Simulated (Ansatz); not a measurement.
**BClFHN−: an energy map over angle H5–N1–B2 and dihedral H5–N1–B2–F3**

Aim: map the energy of BClFHN, SMILES [NH-]B(F)Cl, charge −1 over two coordinates, and find its wells, ridges and stiffness.

Computed with Ansatz 0.2.0. Level: RKS B3LYP-D4/def2-TZVPD.

## Step 1: Starting geometry

SMILES `[NH-]B(F)Cl`, 5 atoms, charge -1, spin multiplicity 1.

Atoms are counted from 1 here; the program's logs count them from 0.

Bond lengths: N1–B2 1.351 Å, N1–H5 1.030 Å, B2–F3 1.407 Å, B2–Cl4 1.897 Å. Angles: B2–N1–H5 111.7°, N1–B2–F3 131.5°, N1–B2–Cl4 121.4°, F3–B2–Cl4 107.1°.

As a file:

```xyz
5
BClFHN
N    -0.0533    1.1182   -0.0628
B    -0.0759   -0.2318   -0.0241
F     0.8776   -1.1682    0.4166
Cl   -1.5812   -1.2133   -0.6316
H     0.8327    1.4951    0.3019
```

This geometry comes from a loose relaxation at PBE in a small basis, which is not shown.

## Step 3: Setting up the map

First coordinate, angle H5–N1–B2: 7 values from 87.1 to 137.1 °. Second coordinate, dihedral H5–N1–B2–F3: 8 values from −180 to 135 °, periodic.

Nothing else is relaxed (all other coordinates rigid). Energies count from the relaxed molecule at the same level. Points are written as (first, second).

(The set-up runs are not shown.)

## Step 4: Point (87.1°, 0°)

Contents of input.yaml:

```yaml
crystal:
  periodic: [false, false, false]
  atoms:
    - { symbol: "N", position_ang: [-0.048194, 1.107249, -0.060289] }
    - { symbol: B, position_ang: [-0.073858, -0.233594, -0.023163] }
    - { symbol: F, position_ang: [0.870968, -1.151269, 0.413171] }
    - { symbol: Cl, position_ang: [-1.575271, -1.206795, -0.629334] }
    - { symbol: H, position_ang: [0.885869, 1.048932, 0.34063] }
total_charge: -1
basis:
  gaussian: { orbitals: def2-TZVPD }
hamiltonian:
  xc: { name: B3LYP }
  dispersion: d4
output:
  forces: true
```

Command:

```bash
ansatz run input.yaml --threads 1 --pin off --max-ram 2048MiB --backend cpu --events-out ev --progress --plain --runs-dir out
```

Further runs follow: the other points that were computed.

**Question.** What will these runs give? Wanted: lowest point; highest computed point; largest force on an atom.

The runs gave:

```
                       quantity                                                                    value
                   lowest point                                             (112.1°, −180°), −4.0 kJ/mol
         highest computed point                               (87.1°, −90°), 111 kJ/mol above the lowest
largest force on an atom (eV/Å)  0.00 at (112.1°, 0°) to 1.96 at (87.1°, −45°); 0.61 at the lowest point
        time for the whole task                                         5.1 min on 1 thread, shared host
```

What this shows: The lowest computed point is at (112.1°, −180°), −4.0 kJ/mol from the relaxed molecule at the same level. There is a further well near (112.1°, 0°) (4.0 kJ/mol above the lowest at that grid point). The highest computed point, (87.1°, −90°), lies 111 kJ/mol above the lowest. Round the minimum the two coordinates are nearly uncoupled.
